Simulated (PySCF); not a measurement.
# C6H8BrF: electronic excitations

What electronic excitations should C6H8BrF (`C=C1CC[C@@H](F)[C@@H]1Br`) show?

Programs: PySCF 2.14.0, with density-fitted response routines of our own. Each step states its level of theory. These are calculated values for one molecule in the gas phase, unless marked as measured. Atoms count from 0, in the outputs and in this text.

### Step 1. The molecule as given

16 atoms, charge 0, multiplicity 1; geometry from: GFN2-xTB.

Bonds of the start (Å): C0–C1 1.32, C1–C2 1.51, C2–C3 1.53, C3–C4 1.53, C4–F5 1.38, C4–C6 1.53, C6–Br7 1.97, C6–C1 1.50, C0–H8 1.08, C0–H9 1.08, C2–H10 1.09, C2–H11 1.09, C3–H12 1.09, C3–H13 1.09, C4–H14 1.09, C6–H15 1.09.

### Step 2. Excited states and response: CAM-B3LYP/def2-SVPD

What the job is given:

```
{"job": {"kind": "uv", "xc": "CAM-B3LYP", "basis": "def2-SVPD", "nstates": 8, "ntriplets": 3}, "charge": 0, "multiplicity": 1}
C      1.890911    -1.104684    -0.574449
C      0.773284    -0.486456    -0.234595
C     -0.528892    -1.135547     0.156456
C     -1.541236     0.012314     0.227485
C     -0.694886     1.229716     0.584830
F     -0.426509     1.240470     1.940061
C      0.616065     1.002705    -0.161636
Br     0.448337     1.765644    -1.972323
H      2.782769    -0.562120    -0.838488
H      1.950004    -2.178307    -0.608956
H     -0.413739    -1.599952     1.138705
H     -0.824668    -1.908874    -0.551592
H     -2.005419     0.183384    -0.744225
H     -2.321747    -0.156470     0.966689
H     -1.172227     2.189790     0.364039
H      1.460353     1.517332     0.296589
```

Method: TDDFT CAM-B3LYP/def2-SVPD, vertical, gas phase, core orbitals frozen in the response.

On the command line:

```sh
$ OMP_NUM_THREADS=1 python probes_run.py task.json out
```

One launch serves the whole session: the jobs run in the order shown.

The log of the run:

```text
coarse grid: 63488 points
cycle   1  E = -2906.7978115102  dE =  1.627e-01  |g| = 5.590e-01  |ddm| = 8.088e+00
cycle   2  E = -2906.7799417974  dE =  1.787e-02  |g| = 6.881e-01  |ddm| = 2.032e+00
cycle   3  E = -2906.8643843925  dE = -8.444e-02  |g| = 7.016e-02  |ddm| = 9.587e-01
cycle   4  E = -2906.8652256623  dE = -8.413e-04  |g| = 3.042e-02  |ddm| = 2.057e-01
cycle   5  E = -2906.8654395135  dE = -2.139e-04  |g| = 8.628e-03  |ddm| = 8.134e-02
cycle   6  E = -2906.8654568846  dE = -1.737e-05  |g| = 2.887e-03  |ddm| = 2.173e-02
cycle   7  E = -2906.8654588974  dE = -2.013e-06  |g| = 5.617e-04  |ddm| = 5.907e-03
final grid: 134904 points
cycle   8  E = -2906.8654698936  dE = -1.127e-07  |g| = 6.160e-04  |ddm| = 1.064e-02
cycle   9  E = -2906.8654698574  dE =  3.618e-08  |g| = 7.524e-04  |ddm| = 2.492e-03
cycle  10  E = -2906.8654699823  dE = -1.249e-07  |g| = 6.414e-05  |ddm| = 1.255e-03
cycle  11  E = -2906.8654699835  dE = -1.232e-09  |g| = 2.331e-05  |ddm| = 1.921e-04
cycle  12  E = -2906.8654699838  dE = -2.647e-10  |g| = 9.698e-06  |ddm| = 1.309e-04
converged SCF energy = -2906.8654699838

Static polarisability (au): isotropic 89.818, principal 75.022 94.639 99.793

Singlet excitations
state   eV       nm        f      main configurations
  1   5.3905    230.0   0.05628   H->L 0.66, H-2->L 0.28
  2   5.6122    220.9   0.00180   H-1->L 0.92
  3   6.1247    202.4   0.14473   H-2->L 0.65, H->L 0.30
  4   7.0540    175.8   0.06414   H->L+1 0.84
  5   7.3364    169.0   0.00267   H->L+2 0.33, H-3->L 0.19, H-4->L 0.18
  6   7.5186    164.9   0.04332   H->L+2 0.40, H-3->L 0.24, H-4->L 0.16
  7   7.7549    159.9   0.00818   H-1->L+1 0.48, H-2->L+1 0.16, H->L+4 0.08
  8   7.7804    159.4   0.05610   H-2->L+1 0.22, H-1->L+1 0.21, H->L+3 0.14

Triplet excitations (Tamm-Dancoff, eV): 3.7863 5.0303 5.0704
```

Run time: 3.2 min. Hardware: 1 thread of AMD EPYC, shared host; peak memory 1.2 GiB.

Frontier orbitals and where they lie:

```tsv
orbital	eV	atoms
HOMO−3	-11.12	F5 20 %, C4 17 %, C3 15 %
HOMO−2	-9.62	Br7 63 %, C6 11 %, C1 7 %
HOMO−1	-9.50	Br7 80 %, C6 10 %
HOMO	-8.74	C0 31 %, C1 27 %, Br7 23 %
LUMO	-0.18	Br7 37 %, C6 17 %, C0 15 %
LUMO+1	1.19	Br7 16 %, C0 12 %, C2 8 %
LUMO+2	1.40	Br7 56 %, C1 7 %, C0 7 %
```

With each of the 8 states as a Gaussian band of 0.4 eV half-width at 1/e, the curve within the window shown has maxima at 202 nm (ε 6,000), 163 nm (ε 4,300) L/(mol cm). Beyond the last state computed it falls off for lack of states. The curve at chosen wavelengths:

nm, ε (L/mol/cm) and a bar:
```
      153       1716 ########
      157       3299 ################
      161       4219 #####################
      166       4110 ####################
      170       3769 ##################
      174       3411 #################
      178       2814 #############
      182       2154 ##########
      187       2100 ##########
      191       3032 ###############
      195       4462 ######################
      199       5630 ############################
      203       5955 ##############################
      208       5187 ##########################
      212       4196 #####################
      216       3379 ################
      220       2918 ##############
      224       2723 #############
      229       2559 ############
      233       2326 ###########
      237       1971 #########
      241       1547 #######
      245       1126 #####
      250        686 ##
      254        430 #
      258        254
```

Further results of this job:

```tsv
property	computed
dipole moment (D)	1.38
polarisability (Å³)	13.31
HOMO–LUMO gap (eV)	8.56
−ε(HOMO) (eV)	8.74
```

### Step 3. Outcome

| quantity | value |
| --- | --- |
| lowest singlet (CAM-B3LYP/def2-SVPD) | 5.39 eV (230 nm), f = 0.056 |
| brightest single state of those computed | state 3, 6.12 eV, f = 0.145 |
| lowest triplet | 3.79 eV |

The lowest singlet, at 5.39 eV, is HOMO→LUMO 0.66, HOMO−2→LUMO 0.28 and is bright; of the 8 states computed, the strongest absorption comes from state 3 at 6.12 eV. The lowest triplet lies 1.60 eV below the lowest singlet (triplets in Tamm-Dancoff, singlets in full TDDFT).
